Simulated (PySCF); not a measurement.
# C6H5FO2: runs on many settings

Aim: see how C6H5FO2 (`F/C=C\C1=COC=CO1`) answers to the choice of functional, basis, grid and SCF options, and what happens with inputs that are wrong on purpose.

Programs: PySCF 2.14.0, with density-fitted response routines of our own. Each step states its level of theory. These are calculated values for one molecule, in the gas phase or a continuum, unless marked as measured. Atoms count from 0, in the outputs and in this text.

## 1. The molecule as given

14 atoms, charge 0, multiplicity 1; geometry from: GFN2-xTB.

Bonds of the start (Å): F0–C1 1.34, C1–C2 1.33, C2–C3 1.44, C3–C4 1.34, C4–O5 1.37, O5–C6 1.39, C6–C7 1.32, C7–O8 1.38, O8–C3 1.40, C1–H9 1.08, C2–H10 1.08, C4–H11 1.08, C6–H12 1.07, C7–H13 1.08.

## 2. Shielding tensors: PBE0/pcSseg-1

The job: settings as JSON, then the geometry in Å.

```
{"job": {"kind": "nmr", "xc": "PBE0", "basis": "pcSseg-1"}, "charge": 0, "multiplicity": 1}
F     -1.032243     2.714280    -0.394275
C     -1.946159     1.741371    -0.366742
C     -1.662557     0.449898    -0.198902
C     -0.353453    -0.129214    -0.019607
C     -0.173714    -1.445130     0.142520
O      1.043231    -2.058020     0.317833
C      2.097194    -1.150466     0.312597
C      1.934695     0.150745     0.153050
O      0.716353     0.766634    -0.026215
H     -2.946760     2.127159    -0.497879
H     -2.485070    -0.246505    -0.194577
H     -0.988354    -2.148643     0.149900
H      3.049047    -1.628441     0.452323
H      2.747112     0.855860     0.147807
```

Method: GIAO PBE0/pcSseg-1 NMR shielding, non-relativistic, gas phase.

The run is started by

```sh
$ OMP_NUM_THREADS=1 python probes_run.py task.json out
```

This one command runs all jobs of the session in turn.

Standard output:

```text
coarse grid: 12880 points
cycle   1  E = -481.0934643748  dE =  1.752e+00  |g| = 7.004e-01  |ddm| = 3.606e+00
cycle   2  E = -481.0208462120  dE =  7.262e-02  |g| = 9.694e-01  |ddm| = 1.350e+00
cycle   3  E = -481.1765088568  dE = -1.557e-01  |g| = 1.076e-01  |ddm| = 8.507e-01
cycle   4  E = -481.1784532591  dE = -1.944e-03  |g| = 3.686e-02  |ddm| = 8.703e-02
cycle   5  E = -481.1787145176  dE = -2.613e-04  |g| = 1.590e-02  |ddm| = 3.991e-02
cycle   6  E = -481.1787634617  dE = -4.894e-05  |g| = 6.559e-03  |ddm| = 1.737e-02
cycle   7  E = -481.1787724543  dE = -8.993e-06  |g| = 1.840e-03  |ddm| = 6.688e-03
final grid: 128128 points
cycle   8  E = -481.2604486683  dE = -2.482e-05  |g| = 1.449e-02  |ddm| = 3.324e-02
cycle   9  E = -481.2603862562  dE =  6.241e-05  |g| = 2.356e-02  |ddm| = 2.620e-02
cycle  10  E = -481.2604855107  dE = -9.925e-05  |g| = 1.858e-03  |ddm| = 1.788e-02
cycle  11  E = -481.2604862587  dE = -7.480e-07  |g| = 6.864e-04  |ddm| = 2.221e-03
cycle  12  E = -481.2604863649  dE = -1.062e-07  |g| = 1.694e-04  |ddm| = 7.310e-04
cycle  13  E = -481.2604863702  dE = -5.301e-09  |g| = 6.707e-05  |ddm| = 1.726e-04
cycle  14  E = -481.2604863713  dE = -1.042e-09  |g| = 1.594e-05  |ddm| = 6.883e-05
cycle  15  E = -481.2604863713  dE = -6.219e-11  |g| = 2.819e-06  |ddm| = 1.750e-05
converged SCF energy = -481.2604863713

GIAO shielding tensors (ppm)
atom      isotropic    diamagn.    paramagn.     s11        s22        s33       span
  0 F      286.413     476.327    -189.915    182.225    241.174    435.840    253.615
  1 C       29.357     241.333    -211.977    -52.107     58.374     81.803    133.909
  2 C       78.824     258.772    -179.948    -21.761    109.525    148.708    170.470
  3 C       44.983     252.879    -207.896    -32.293     64.470    102.773    135.066
  4 C       52.692     252.981    -200.289    -20.879     79.645     99.309    120.189
  5 O      224.887     394.767    -169.880    157.339    162.461    354.861    197.522
  6 C       54.426     251.343    -196.916    -28.088     85.469    105.898    133.986
  7 C       51.201     249.325    -198.125    -33.738     82.355    104.984    138.722
  8 O      224.273     397.779    -173.506    159.121    163.791    349.907    190.786
  9 H       25.179      26.736      -1.557     22.229     26.176     27.132      4.903
 10 H       27.073      31.296      -4.223     25.754     26.179     29.286      3.532
 11 H       26.160      31.707      -5.547     24.378     25.683     28.420      4.041
 12 H       26.235      28.825      -2.590     25.165     26.426     27.115      1.950
 13 H       26.023      29.607      -3.585     24.646     25.844     27.579      2.933
```

It took 90 s on 1 thread, shared host.

The references, computed at this level on geometries of the same kind, shield at (ppm): 1H TMS 31.72, 13C TMS 186.9, 19F CFCl3 170.9, 17O H2O 336.1. Their shielding less the atom's gives the shift. The references are single molecules in the gas phase, so shifts against H2O, NH3, PH3, H3PO4 or CFCl3 are not on the usual liquid scales and can be off by tens of ppm.

```csv
atoms,environment,σ (ppm),δ (ppm),δ scaled to CDCl3
C1,alkene CH,29.4,157.6,151.9
C3,alkene carbon bearing oxygen,45.0,141.9,136.6
C7,alkene carbon bearing oxygen,51.2,135.7,130.6
C4,alkene carbon bearing oxygen,52.7,134.2,129.1
C6,alkene carbon bearing oxygen,54.4,132.5,127.4
C2,alkene CH,78.8,108.1,103.6
H9,hydrogen on an alkene CH,25.18,6.54,6.27
H13,hydrogen on an alkene carbon bearing oxygen,26.02,5.69,5.47
H11,hydrogen on an alkene carbon bearing oxygen,26.16,5.56,5.34
H12,hydrogen on an alkene carbon bearing oxygen,26.24,5.48,5.27
H10,hydrogen on an alkene CH,27.07,4.64,4.48
F0,vinylic fluorine,286.4,-115.5,–
O8,ether oxygen,224.3,111.8,–
O5,ether oxygen,224.9,111.2,–
```

The scaled column applies a straight-line fit of computed shieldings to shifts measured in CDCl3, and one for carbons that bear F (root-mean-square error 0.16 ppm for H, 1.9 ppm for C).

Charges from the same density, by scheme (e):

```csv
atoms,Mulliken,IAO,Hirshfeld,ESP fit
F0,-0.26,-0.25,-0.08,-0.20
C1,0.30,0.14,0.04,0.29
C2,-0.29,-0.22,-0.09,-0.79
C3,0.15,0.14,0.04,0.53
C4,0.22,-0.01,0.00,-0.20
O5,-0.44,-0.31,-0.11,-0.20
C6,0.10,-0.03,-0.01,0.00
C7,0.11,-0.01,0.00,-0.31
O8,-0.45,-0.31,-0.11,-0.08
```

Mayer bond orders: F0–C1 0.99, C1–C2 1.78, C2–C3 1.08, C3–C4 1.71, C4–O5 0.95, O5–C6 0.94, C6–C7 1.85, C7–O8 0.97, O8–C3 0.97.

Ring of atoms C3, C4, O5, C6, C7, O8: NICS(0) 9.0, NICS(1) 5.7, NICS(1)zz 22.2 ppm (means of both faces).

Orbitals, density, ELF and potential are computed afterwards from the orbital file.

Frontier orbitals at PBE0/pcSseg-1, with the share of their density that lies nearest to each atom:

```csv
orbital,energy (eV),lies on
HOMO,-5.49,"O5, O8 about 19 % each; C3, C4 about 13 % each; C6, C7 about 9 % each"
LUMO,-0.90,"C1, C4 about 21 % each; C3 13 %; C2 9 %"
```

ELF in a plane through or near 14 of the atoms.

Ten even steps from '0' (0.00) to '9' (1.00):
```
0000000000000000000000000000
0000000000000000000000000000
0000000000000000000000000000
0000000027500000000000000000
0000000299940000012320000000
0000000599950120168873000000
0000000189951671186672000000
0000021014537584047721230000
0001899748247472023369996000
0003999925723754468279998000
0002999825303477844549994000
0000464257645937625301430000
0000000277575330499920000000
0000000588538970299960000000
0000000255129992069830000000
0000000000029993000000000000
0000000000017980000000000000
0000000000000000000000000000
0000000000000000000000000000
0000000000000000000000000000
```
The map spans 12.5 Å across and 9.9 Å up, centred on the molecule. Atoms in the plane (x, y in Å): F0 (2.3, 1.8), C1 (2.6, 0.5), C2 (1.7, -0.5), C3 (0.2, -0.3), C4 (-0.6, -1.3), O5 (-2.0, -1.2), C6 (-2.4, 0.1), C7 (-1.6, 1.1), O8 (-0.2, 1.0), H9 (3.7, 0.3), H10 (2.0, -1.5), H11 (-0.3, -2.4), H12 (-3.5, 0.1), H13 (-1.9, 2.1).

On the surface of density 0.002 e/bohr³ the electrostatic potential runs, from the 1st to the 99th percentile, from -1.37 V near O8 to 1.33 V near H11.

## 3. TDDFT and polarisability: PBE0/def2-SVPD

Same as in step 2 but for these lines:

```diff
@@ -1,2 +1,2 @@
-{"job": {"kind": "nmr", "xc": "PBE0", "basis": "pcSseg-1"}, "charge": 0, "multiplicity": 1}
+{"job": {"kind": "uv", "xc": "PBE0", "basis": "def2-SVPD", "nstates": 6, "ntriplets": 2}, "charge": 0, "multiplicity": 1}
 F     -1.032243     2.714280    -0.394275
```

Level: TDDFT PBE0/def2-SVPD, vertical, gas phase, core orbitals frozen in the response.

Standard output:

```text
coarse grid: 12880 points
cycle   1  E = -480.8238224173  dE =  1.674e+00  |g| = 6.548e-01  |ddm| = 7.179e+00
cycle   2  E = -480.7503278718  dE =  7.349e-02  |g| = 9.221e-01  |ddm| = 2.124e+00
cycle   3  E = -480.9015837203  dE = -1.513e-01  |g| = 1.026e-01  |ddm| = 1.260e+00
cycle   4  E = -480.9034018505  dE = -1.818e-03  |g| = 3.546e-02  |ddm| = 2.196e-01
cycle   5  E = -480.9036552525  dE = -2.534e-04  |g| = 1.444e-02  |ddm| = 7.358e-02
cycle   6  E = -480.9036954249  dE = -4.017e-05  |g| = 6.235e-03  |ddm| = 2.741e-02
cycle   7  E = -480.9037040078  dE = -8.583e-06  |g| = 1.604e-03  |ddm| = 1.045e-02
final grid: 128128 points
cycle   8  E = -480.9841731024  dE = -2.744e-05  |g| = 1.323e-02  |ddm| = 2.147e-01
cycle   9  E = -480.9841172441  dE =  5.586e-05  |g| = 2.169e-02  |ddm| = 4.607e-02
cycle  10  E = -480.9842059846  dE = -8.874e-05  |g| = 1.717e-03  |ddm| = 2.975e-02
cycle  11  E = -480.9842066694  dE = -6.849e-07  |g| = 5.901e-04  |ddm| = 3.766e-03
cycle  12  E = -480.9842067506  dE = -8.115e-08  |g| = 1.611e-04  |ddm| = 1.213e-03
cycle  13  E = -480.9842067558  dE = -5.190e-09  |g| = 5.824e-05  |ddm| = 3.238e-04
cycle  14  E = -480.9842067565  dE = -7.670e-10  |g| = 1.827e-05  |ddm| = 1.126e-04
converged SCF energy = -480.9842067565

Static polarisability (au): isotropic 80.210, principal 48.631 75.454 116.545

Singlet excitations
state   eV       nm        f      main configurations
  1   3.6019    344.2   0.04655   H->L 0.93
  2   4.8489    255.7   0.00575   H->L+1 0.95
  3   5.3020    233.8   0.00602   H->L+2 0.73, H-1->L 0.26
  4   5.6258    220.4   0.00847   H->L+3 0.93
  5   6.0452    205.1   0.00033   H->L+4 0.51, H->L+5 0.43
  6   6.1096    202.9   0.63272   H-1->L 0.67, H->L+2 0.20

Triplet excitations (Tamm-Dancoff, eV): 2.4528 3.7356
```

It took 1.9 min on 1 thread, shared host.

Frontier orbitals and where they lie:

```csv
orbital,eV,atoms
HOMO−3,-9.84,"O8 26 %, O5 18 %, F0 10 %"
HOMO−2,-9.36,"C3 19 %, C2 19 %, C7 13 %"
HOMO−1,-7.43,"C2 20 %, C1 18 %, C6 15 %"
HOMO,-5.60,"O5 21 %, O8 18 %, C4 14 %"
LUMO,-0.98,"C4 21 %, C1 19 %, C3 13 %"
LUMO+1,0.48,"C4 15 %, C2 12 %, C1 10 %"
LUMO+2,0.78,"C7 22 %, C6 20 %, C2 13 %"
```

With each of the 6 states as a Gaussian band of 0.4 eV half-width at 1/e, the curve within the window shown has maxima at 344 nm (ε 1,900), 203 nm (ε 26,000) L/(mol cm). Beyond the last state computed it falls off for lack of states. The curve at chosen wavelengths:

| nm | ε (L/mol/cm) |
| --- | --- |
| 193 | 14610 |
| 202 | 25671 |
| 211 | 17855 |
| 219 | 7313 |
| 228 | 1918 |
| 237 | 641 |
| 246 | 399 |
| 254 | 321 |
| 263 | 234 |
| 272 | 148 |
| 281 | 103 |
| 289 | 135 |
| 298 | 291 |
| 307 | 594 |
| 316 | 1010 |
| 324 | 1395 |
| 333 | 1732 |
| 342 | 1881 |
| 351 | 1821 |
| 359 | 1630 |
| 368 | 1328 |
| 377 | 1006 |
| 386 | 716 |
| 394 | 506 |
| 403 | 329 |
| 412 | 205 |

Leading natural transition orbitals of singlet state 6: the hole lies on C1, C2 about 23 % each; F0 11 %; C4, C6 about 10 % each; the particle on C4 22 %; C1, C3 about 15 % each; C2 9 %.

Leading natural transition orbitals of singlet state 1: the hole lies on O5, O8 about 23 % each; C6, C7 about 13 % each; C3, C4 about 9 % each; the particle on C4 20 %; C1, C3 about 14 % each; C6, C7 about 11 % each.

Ground-state properties from the same run:

```csv
property,computed
dipole moment (D),1.19
polarisability (Å³),11.89
HOMO–LUMO gap (eV),4.62
−ε(HOMO) (eV),5.60
```

## 4. Shielding tensors: HCTH407/pcSseg-0

Same as in step 3 but for these lines:

```diff
@@ -1,2 +1,2 @@
-{"job": {"kind": "uv", "xc": "PBE0", "basis": "def2-SVPD", "nstates": 6, "ntriplets": 2}, "charge": 0, "multiplicity": 1}
+{"job": {"kind": "nmr", "xc": "HCTH407", "basis": "pcSseg-0", "pop": false}, "charge": 0, "multiplicity": 1}
 F     -1.032243     2.714280    -0.394275
```

With the program's defaults for keys left out, this is: GIAO HCTH407/pcSseg-0 NMR shielding, non-relativistic, gas phase.

Standard output:

```text
coarse grid: 12880 points
cycle   1  E = -480.6097208771  dE =  1.482e+00  |g| = 7.601e-01  |ddm| = 4.318e+00
cycle   2  E = -480.2339709046  dE =  3.757e-01  |g| = 1.569e+00  |ddm| = 2.510e+00
cycle   3  E = -480.7019109029  dE = -4.679e-01  |g| = 2.572e-01  |ddm| = 1.892e+00
cycle   4  E = -480.7147945248  dE = -1.288e-02  |g| = 1.493e-01  |ddm| = 5.048e-01
cycle   5  E = -480.7189196212  dE = -4.125e-03  |g| = 8.768e-02  |ddm| = 2.674e-01
cycle   6  E = -480.7207701318  dE = -1.851e-03  |g| = 2.816e-02  |ddm| = 1.172e-01
cycle   7  E = -480.7209677973  dE = -1.977e-04  |g| = 6.672e-03  |ddm| = 3.448e-02
cycle   8  E = -480.7209774065  dE = -9.609e-06  |g| = 2.602e-03  |ddm| = 8.571e-03
final grid: 128128 points
cycle   9  E = -480.6309802822  dE = -4.776e-06  |g| = 1.678e-02  |ddm| = 3.958e-02
cycle  10  E = -480.6308450762  dE =  1.352e-04  |g| = 3.231e-02  |ddm| = 4.267e-02
cycle  11  E = -480.6310224789  dE = -1.774e-04  |g| = 4.027e-03  |ddm| = 3.135e-02
cycle  12  E = -480.6310264622  dE = -3.983e-06  |g| = 9.461e-04  |ddm| = 5.176e-03
cycle  13  E = -480.6310266657  dE = -2.035e-07  |g| = 3.508e-04  |ddm| = 1.554e-03
cycle  14  E = -480.6310266984  dE = -3.266e-08  |g| = 1.063e-04  |ddm| = 5.612e-04
cycle  15  E = -480.6310267013  dE = -2.858e-09  |g| = 2.606e-05  |ddm| = 1.325e-04
cycle  16  E = -480.6310267014  dE = -1.263e-10  |g| = 1.228e-05  |ddm| = 3.799e-05
converged SCF energy = -480.6310267014

GIAO shielding tensors (ppm)
atom      isotropic    diamagn.    paramagn.     s11        s22        s33       span
  0 F      250.804     482.269    -231.465    131.255    163.570    457.587    326.333
  1 C       29.494     245.226    -215.731    -44.413     52.174     80.721    125.134
  2 C       79.706     262.294    -182.588    -15.405    106.650    147.874    163.279
  3 C       46.897     260.175    -213.279    -25.419     61.290    104.819    130.238
  4 C       54.101     252.957    -198.857    -16.247     76.892    101.656    117.903
  5 O      216.184     411.623    -195.439    129.687    143.882    374.984    245.297
  6 C       56.380     255.269    -198.888    -23.475     83.704    108.912    132.387
  7 C       52.797     254.018    -201.221    -30.428     80.192    108.625    139.053
  8 O      222.811     403.220    -180.409    145.197    153.560    369.676    224.479
  9 H       26.473      25.589       0.884     23.745     27.213     28.461      4.715
 10 H       28.726      30.065      -1.339     27.684     27.886     30.609      2.925
 11 H       27.409      30.599      -3.190     25.162     28.007     29.059      3.897
 12 H       27.551      27.823      -0.272     26.239     27.205     29.208      2.969
 13 H       27.336      28.428      -1.092     25.636     27.027     29.344      3.707
```

Run time: 37 s. Hardware: 1 thread, shared host.

In short: δ C1 160.5, C3 143.1, C7 137.2, C4 135.9, H9 6.81, H13 5.95 ppm.

## 5. Ultraviolet spectrum: HSE06/def2-SVPD

Same as in step 4 but for these lines:

```diff
@@ -1,2 +1,2 @@
-{"job": {"kind": "nmr", "xc": "HCTH407", "basis": "pcSseg-0", "pop": false}, "charge": 0, "multiplicity": 1}
+{"job": {"kind": "uv", "xc": "HSE06", "basis": "def2-SVPD", "nstates": 1, "ntriplets": 2, "tda": false, "scf": {"level_shift": 0.9, "max_cycle": 64}}, "charge": 0, "multiplicity": 5}
 F     -1.032243     2.714280    -0.394275
```

With the program's defaults for keys left out, this is: HSE06/def2-SVPD.

Standard output:

```text
NotImplementedError: this response code serves closed shells only; the SCF ended at -480.76438060 Eh with <S^2> = 6.0184
```

Run time: 12 min. Hardware: 1 thread, shared host.

Diagnosis: The input makes an open shell, and this response code serves closed shells alone. Cure: restore the closed-shell charge and spin, or use an unrestricted response code.

## 6. Shielding tensors: LC-wPBE/cc-pVDZ in acetonitrile

Same as in step 5 but for these lines:

```diff
@@ -1,2 +1,2 @@
-{"job": {"kind": "uv", "xc": "HSE06", "basis": "def2-SVPD", "nstates": 1, "ntriplets": 2, "tda": false, "scf": {"level_shift": 0.9, "max_cycle": 64}}, "charge": 0, "multiplicity": 5}
+{"job": {"kind": "nmr", "xc": "LC-wPBE", "basis": "cc-pVDZ", "solvent": "acetonitrile", "pop": false, "scf": {"guess": "huckel"}}, "charge": 0, "multiplicity": 1}
 F     -1.032243     2.714280    -0.394275
```

With the program's defaults for keys left out, this is: GIAO LC-wPBE/cc-pVDZ NMR shielding, non-relativistic, IEF-PCM acetonitrile.

Standard output:

```text
final grid: 128128 points
cycle   1  E = -479.2401053060  dE = -1.475e+00  |g| = 3.442e+00  |ddm| = 9.882e+00
cycle   2  E = -479.3375320127  dE = -9.743e-02  |g| = 3.508e+00  |ddm| = 8.830e+00
cycle   3  E = -481.5356310889  dE = -2.198e+00  |g| = 2.629e-01  |ddm| = 4.425e+00
cycle   4  E = -481.5507797789  dE = -1.515e-02  |g| = 1.418e-01  |ddm| = 6.589e-01
cycle   5  E = -481.5548014753  dE = -4.022e-03  |g| = 4.205e-02  |ddm| = 2.320e-01
cycle   6  E = -481.5552310212  dE = -4.295e-04  |g| = 9.849e-03  |ddm| = 7.671e-02
cycle   7  E = -481.5553117616  dE = -8.074e-05  |g| = 3.884e-03  |ddm| = 3.554e-02
cycle   8  E = -481.5553199628  dE = -8.201e-06  |g| = 1.614e-03  |ddm| = 1.028e-02
cycle   9  E = -481.5553225204  dE = -2.558e-06  |g| = 6.588e-04  |ddm| = 5.851e-03
cycle  10  E = -481.5553229485  dE = -4.282e-07  |g| = 3.137e-04  |ddm| = 2.397e-03
cycle  11  E = -481.5553230591  dE = -1.106e-07  |g| = 1.731e-04  |ddm| = 1.344e-03
cycle  12  E = -481.5553230823  dE = -2.322e-08  |g| = 6.298e-05  |ddm| = 6.206e-04
cycle  13  E = -481.5553230866  dE = -4.269e-09  |g| = 2.475e-05  |ddm| = 3.137e-04
cycle  14  E = -481.5553230870  dE = -4.098e-10  |g| = 1.202e-05  |ddm| = 8.061e-05
converged SCF energy = -481.5553230870

GIAO shielding tensors (ppm)
atom      isotropic    diamagn.    paramagn.     s11        s22        s33       span
  0 F      321.426     477.315    -155.889    229.583    274.323    460.372    230.790
  1 C       49.828     247.158    -197.331    -35.764     79.521    105.726    141.491
  2 C       96.152     258.989    -162.837     -2.863    123.625    167.694    170.557
  3 C       66.474     255.837    -189.363    -10.019     88.689    120.752    130.771
  4 C       71.378     258.350    -186.972     -2.522     95.334    121.321    123.844
  5 O      256.094     395.795    -139.700    194.197    203.869    370.218    176.022
  6 C       74.683     254.704    -180.021     -5.987    102.823    127.213    133.200
  7 C       71.926     254.152    -182.226    -10.418    100.283    125.912    136.331
  8 O      257.170     394.459    -137.289    196.948    208.560    366.004    169.056
  9 H       25.178      26.735      -1.557     22.177     25.883     27.475      5.299
 10 H       26.743      31.890      -5.146     25.410     25.769     29.050      3.639
 11 H       26.082      32.886      -6.803     24.071     25.859     28.316      4.245
 12 H       26.197      29.232      -3.034     24.915     26.604     27.072      2.157
 13 H       26.027      30.476      -4.448     24.439     26.088     27.555      3.116
```

Wall time 79 s (1 thread, shared host).

This run: σ C1 49.8, C3 66.5, C4 71.4, C7 71.9, H9 25.18, H13 26.03 ppm.

## 7. Run by run: NMR shifts

Isotropic shieldings (ppm) of some atoms, chosen among heavy atoms and hydrogens apart, with basis size and wall time:

```csv
run,C3,C7,H12,H10,F0,O8,O5,functions,time
PBE0/pcSseg-1,45.0,51.2,26.24,27.07,286.4,224.3,224.9,178,90 s
HCTH407/pcSseg-0,46.9,52.8,27.55,28.73,250.8,222.8,216.2,91,37 s
LC-wPBE/cc-pVDZ in acetonitrile,66.5,71.9,26.20,26.74,321.4,257.2,256.1,151,79 s
```

## 8. Summary of results

```
                                quantity                                            value
  13C shifts against TMS (PBE0/pcSseg-1)     157.6, 141.9, 135.7, 134.2, 132.5, 108.1 ppm
   1H shifts against TMS (PBE0/pcSseg-1)                 6.54, 5.69, 5.56, 5.48, 4.64 ppm
19F shifts against CFCl3 (PBE0/pcSseg-1)                                       -115.5 ppm
  17O shifts against H2O (PBE0/pcSseg-1)                                 111.8, 111.2 ppm
   surface potential, 1st and 99th percentile                               -1.37 V and 1.33 V
         lowest singlet (PBE0/def2-SVPD)                      3.60 eV (344 nm), f = 0.047
brightest single state of those computed                      state 6, 6.11 eV, f = 0.633
                          lowest triplet                                          2.45 eV
            range of the shielding of F0                               250.8 to 321.4 ppm
           property runs in this session  5, of which 1 failed and 0 gave unsound results
```

Single values in the summary come from the first run of each kind that ended normally (PBE0/pcSseg-1; PBE0/def2-SVPD), which need not be the best level. At PBE0/pcSseg-1: The largest span, 254 ppm, is at F0, where the paramagnetic term is -190 ppm. NICS(1)zz of 22 ppm above the planar ring from C3 marks a paratropic (antiaromatic) ring current. By nearest atom (PBE0/pcSseg-1), the HOMO sits on O5, O8 about 19 % each; C3, C4 about 13 % each and the LUMO on C1, C4 about 21 % each; C3 13 %. The lowest singlet, at 3.60 eV, is HOMO→LUMO 0.93 and is weak; of the 6 states computed, the strongest absorption comes from state 6 at 6.11 eV (the last computed, so partners may be missing). The lowest triplet lies 1.15 eV below the lowest singlet (triplets in Tamm-Dancoff, singlets in full TDDFT). States above −ε(HOMO) lie where TDDFT describes them poorly and they hang on the basis; the brightest is among them. Across the 3 runs the shielding of F0 moves most, between 250.8 (HCTH407/pcSseg-0) and 321.4 ppm (LC-wPBE/cc-pVDZ in acetonitrile).
